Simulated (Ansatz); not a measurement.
# C2H5BOS: up Jacob's ladder to CCSD(T)

An exercise on one series of results from a longer session: the logs are not shown, and one member is left open.

The runs use Ansatz 0.2.0, Gaussian basis; functionals in def2-TZVPP, the program's frozen cores in correlated methods.

Plan: PBE-D4, r2SCAN-D4, PBE0-D4, B3LYP-D4, ωB97X-V, ωB97M-V, B2PLYP; CCSD(T)/def2-TZVPP; MP2/def2-QZVPP; extrapolation to the limit.

## The geometry

The geometry comes from an earlier relaxation with PBE0-D4 in a triple-zeta def2 set; it is a stationary point, not always the lowest conformer.

SMILES `OC1CBS1`, 10 atoms, charge 0, spin multiplicity 1.

Atoms are counted from 1 here; the program's logs count them from 0.

Bond lengths: O1–C2 1.381 Å, O1–H6 0.962 Å, C2–C3 1.526 Å, C2–S5 1.884 Å, C2–H7 1.094 Å, C3–B4 1.571 Å, C3–H8 1.096 Å, C3–H9 1.093 Å, B4–S5 1.783 Å, B4–H10 1.190 Å. Angles: C2–O1–H6 109.6°, O1–C2–C3 113.3°, O1–C2–S5 116.7°, O1–C2–H7 112.1°, C3–C2–S5 93.7°, C3–C2–H7 113.2°, S5–C2–H7 106.5°, C2–C3–B4 93.4°, C2–C3–H8 108.8°, C2–C3–H9 115.4°, B4–C3–H8 110.4°, B4–C3–H9 120.5°, H8–C3–H9 107.5°, C3–B4–S5 96.1°, C3–B4–H10 135.1°, S5–B4–H10 128.8°, C2–S5–B4 75.8°.

The first run:

Contents of in.yaml:

```yaml
crystal:
  periodic: [false, false, false]
  atoms:
    - {symbol: O, position_ang: [-1.623379, 0.842752, 0.328564]}
    - {symbol: C, position_ang: [-0.670526, 0.093557, -0.332908]}
    - {symbol: C, position_ang: [0.325267, -0.581977, 0.605485]}
    - {symbol: B, position_ang: [1.575096, -0.039768, -0.177422]}
    - {symbol: S, position_ang: [0.664476, 1.048790, -1.257247]}
    - {symbol: H, position_ang: [-2.257933, 1.189740, -0.305195]}
    - {symbol: H, position_ang: [-1.116850, -0.595612, -1.055684]}
    - {symbol: H, position_ang: [0.257356, -0.110056, 1.591850]}
    - {symbol: H, position_ang: [0.182158, -1.656443, 0.744786]}
    - {symbol: H, position_ang: [2.747432, -0.242083, -0.139129]}
basis:
  gaussian: {orbitals: def2-TZVPP}
hamiltonian: {xc: pbe, dispersion: d4}
output: {forces: true, orbitals: {seedname: orbitals}}
```

Started as:

```bash
$ ansatz run in.yaml --threads 4 --pin off --events-out ev --progress --plain --max-ram 10444MiB
```

Among the steps run: PBE-D4 (GGA); r2SCAN-D4 (meta-GGA); PBE0-D4 (hybrid); B3LYP-D4 (hybrid); ωB97X-V (range-separated); ωB97M-V (range-separated); B2PLYP (double hybrid); CCSD(T) in def2-TZVPP; MP2 in def2-QZVPP.

One table of the session follows, with a row left open; its other results are not shown here.

```
            method  atomisation energy (kJ/mol)
            PBE-D4                       4031.1
         r2SCAN-D4                       3937.9
           PBE0-D4                       3947.9
          B3LYP-D4                       3896.6
           ωB97X-V                       3917.8
           ωB97M-V                       3928.7
            B2PLYP                       3859.6
     HF/def2-TZVPP                       2806.1
    MP2/def2-TZVPP                            ?
   CCSD/def2-TZVPP                       3720.9
CCSD(T)/def2-TZVPP                       3792.2
           MP2/CBS                       3991.3
       CCSD(T)/CBS                       3895.0
```

**Question.** Estimate the row for MP2/def2-TZVPP.

**Answer.** atomisation energy (kJ/mol): 3888.5. In the column «atomisation energy (kJ/mol)» it lies between B2PLYP (3859.6) and CCSD(T)/CBS (3895.0).

To keep in mind: Free atoms (1 O, 2 C, 1 B, 1 S, 5 H) were run apart at each level; the atomisation energy is their sum less the molecule, without zero-point or spin-orbit terms.
